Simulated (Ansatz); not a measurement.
# MoS2: the cost of one run

Program: Ansatz 0.2.0. Level of theory: DFT PBEsol, scalar-relativistic, plane waves, PAW. These are calculated values, not measurements.

The COD entry's cell or inner coordinates are ideal or old and differ from later refinements, so a difference from it is no clean test against experiment.

3 further runs of the same task are left out: 3 set aside as unsound or not needed.

### 1 Starting point

It takes space group R-3m (No. 166, trigonal). The conventional cell has a = 3.120 Å, b = 3.120 Å, c = 18.258 Å, α = 90.00°, β = 90.00°, γ = 120.00°. Around Mo (site symmetry -3m) lie 6 S at 2.41 Å. S (site symmetry 3m) has 3 Mo at 2.41 Å in its first shell of neighbours.

Coordinates:

```
CELL_PARAMETERS angstrom
1.56020 0.90078 6.08603
-1.56020 0.90078 6.08603
0.00000 -1.80157 6.08603
ATOMIC_POSITIONS crystal
Mo 0.00000 0.00000 0.00000
S 0.75436 0.75436 0.75436
S 0.24564 0.24564 0.24564
```

It is the result of an earlier relaxation at this level (volume 17.11 Å³/atom; gap on the mesh: none (metal)).

### 2 Bulk reference on the slab's mesh

The input, input.yaml:

```yaml
crystal:
  lattice:
    - [3.1204068984, 0.0, 0.0]
    - [-1.5602034492, 12.2053355685, 0.0]
    - [0.0, -6.2023878939, 1.3474910025]
  atoms:
    - { symbol: Mo, position: [0.0, 0.0, 0.0] }
    - { symbol: S, position: [0.7543566504, 0.5087133009, 0.7543566504] }
    - { symbol: S, position: [0.2456433496, 0.4912866991, 0.2456433496] }
basis:
  ecutwfc: 420
kpoints:
  mp_grid: { grid: [11, 3, 25] }
hamiltonian:
  xc: pbesol
scf:
  occupations: { method: gaussian, width: 0.1 }
output:
  forces: true
  stress: true
  eigenvalues: true
```

On the command line:

```console
ansatz run input.yaml --threads 4 --pin off --max-ram 10240MiB --backend cpu --events-out ev --progress --plain --runs-dir out
```

Q: Estimate wall time and peak memory on 4 threads of AMD EPYC 7R43 (Zen 3), shared host.

About 5.2 s, with a peak of 0.62 GiB.
